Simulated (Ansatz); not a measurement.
# GeC₂ (triplet): the correlation ladder at a displaced geometry (v1), cc-pVDZ

One table from this session's results is given with a row withheld; the runs are named, their logs left out.

Computed with Ansatz 0.2.0, Gaussian basis. Level: cc-pVDZ, core rule «outside noble gas», up to 16 orbitals frozen.

Plan: UHF; CCSD(T) on ROHF; CCSD(T) on UHF; BCCD(T) on ROHF; CISD; CCSDT(Q) on ROHF; CCSDT(Q) on UHF.

23 further runs of the same task are left out: 10 that didn't finish, 13 set aside as unsound or not needed.

## The system

The geometry is a PBE0/def2-TZVP stationary point (not a proven minimum) with its atoms shifted at random (size 0.040 Å). No spin-orbit coupling is included. The filled d shell of Ge may be among the frozen orbitals whatever the setting's name suggests; the logs give the count.

3 atoms, charge 0, spin multiplicity 3.

Atoms are counted from 1 here; the program's logs count them from 0.

Bond lengths: C1–C2 1.223 Å, C2–Ge3 1.849 Å. Angles: C1–C2–Ge3 177.0°.

Coordinates:

```xyz
3

C    -0.0154   -0.0090   -1.4309
C    -0.0163   -0.0252   -0.2083
Ge    0.0317    0.0342    1.6392
```

Set-up of the first run:

in.yaml

```yaml
crystal:
  periodic: [false, false, false]
  atoms:
    - {symbol: C, position_ang: [-0.015433, -0.009008, -1.430860]}
    - {symbol: C, position_ang: [-0.016266, -0.025151, -0.208313]}
    - {symbol: Ge, position_ang: [0.031698, 0.034159, 1.639173]}
basis:
  gaussian: {orbitals: cc-pVDZ}
magnetization: {spin_polarized: true, initial_magnetization: 2}
hamiltonian: {xc: hf}
output: {orbitals: {seedname: orbitals}}
```

Command:

```bash
$ ansatz run in.yaml --threads 1 --pin off --events-out ev --progress --plain --max-ram 2393MiB
```

Steps of the session up to this table: UHF; CCSD(T) on ROHF; CCSD(T) on UHF; BCCD(T) on ROHF; CISD; CCSDT(Q) on ROHF; CCSDT(Q) on UHF.

One table of the session follows, with a row left open; its other results are not shown here.

It belongs to the step «Misses and costs». 

| method | from RCCSDT(Q) (kJ/mol) |
| --- | --- |
| ROHF | +861.5 |
| UHF | +791.1 |
| RMP2 | +120.9 |
| UMP2 | +173.5 |
| RCCSD | +49.7 |
| UCCSD | +47.9 |
| RCCSD(T) | +8.4 |
| UCCSD(T) | +11.4 |
| BCCD(T) | +8.4 |
| RCCSDT | +4.2 |
| UCCSDT | ? |
| RCCSDT(Q) | 0 |
| UCCSDT(Q) | -0.7 |

**Question.** Estimate the row for UCCSDT.

The run gave: from RCCSDT(Q) (kJ/mol): +3.7. In the column «from RCCSDT(Q) (kJ/mol)» it lies between RCCSDT(Q) (0) and RCCSDT (+4.2).

Not comparable, so not listed: CISD (they don't share determinant, frozen orbitals or solution with the rows shown, or repeat one).

To keep in mind: Restricted and unrestricted rows rest on different reference determinants; where their highest levels disagree by more than a few hundredths of an eV, they describe different states and don't form one ladder.
